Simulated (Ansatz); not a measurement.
# C2H8AlNO: the cost of one run

Method: the settings change from run to run; program: Ansatz 0.2.0, Gaussian basis.

## 1. The relaxed structure

The geometry comes from an earlier relaxation with PBE0-D4 in a triple-zeta def2 set; it is a stationary point, not always the lowest conformer.

13 atoms, charge 0, spin multiplicity 1.

Atoms are counted from 1 here; the program's logs count them from 0.

Bond lengths: N1–C2 1.407 Å, N1–H6 1.009 Å, N1–H7 1.011 Å, C2–O3 1.451 Å, C2–H8 1.091 Å, C2–H9 1.092 Å, O3–C4 1.486 Å, O3–Al5 1.928 Å, C4–Al5 1.950 Å, C4–H10 1.091 Å, C4–H11 1.088 Å, Al5–H12 1.585 Å, Al5–H13 1.593 Å. Angles: C2–N1–H6 114.0°, C2–N1–H7 113.3°, H6–N1–H7 109.9°, N1–C2–O3 116.6°, N1–C2–H8 110.2°, N1–C2–H9 110.0°, O3–C2–H8 103.6°, O3–C2–H9 106.2°, H8–C2–H9 109.9°, C2–O3–C4 119.3°, C2–O3–Al5 138.2°, C4–O3–Al5 68.3°, O3–C4–Al5 66.7°, O3–C4–H10 110.1°, O3–C4–H11 108.7°, Al5–C4–H10 118.1°, Al5–C4–H11 128.6°, H10–C4–H11 111.5° and more.

## 2. SPW92/def2-SVPD

Options: a grid of angular degree 23, high accuracy.

in.yaml

```yaml
crystal:
  periodic: [false, false, false]
  atoms:
    - {symbol: N, position_ang: [-1.186336, -1.031563, 0.983258]}
    - {symbol: C, position_ang: [0.098411, -1.274033, 0.462771]}
    - {symbol: O, position_ang: [0.667267, -0.234158, -0.373552]}
    - {symbol: C, position_ang: [0.943752, 1.101917, 0.215876]}
    - {symbol: Al, position_ang: [0.049155, 1.191204, -1.514562]}
    - {symbol: H, position_ang: [-1.216533, -0.298442, 1.676391]}
    - {symbol: H, position_ang: [-1.881312, -0.859743, 0.269627]}
    - {symbol: H, position_ang: [0.082012, -2.148031, -0.189791]}
    - {symbol: H, position_ang: [0.807971, -1.432539, 1.277919]}
    - {symbol: H, position_ang: [0.341211, 1.248506, 1.113710]}
    - {symbol: H, position_ang: [2.007232, 1.174310, 0.434134]}
    - {symbol: H, position_ang: [0.847296, 1.246128, -2.882276]}
    - {symbol: H, position_ang: [-1.539925, 1.281745, -1.458504]}
basis:
  gaussian: {orbitals: def2-SVPD, final_grid: {core_spheres: 8, valence_spheres: 7, degree: 23}}
hamiltonian: {xc: {name: SPW92}}
accuracy: high
```

Started as:

```
> ansatz run in.yaml --threads 4 --pin off --events-out ev --progress --plain --max-ram 10444MiB
```

Q: Estimate wall time and peak memory on 4 threads of Oxide Virtual Turin-like, shared host.

About 3.8 s, with a peak of 0.75 GiB.
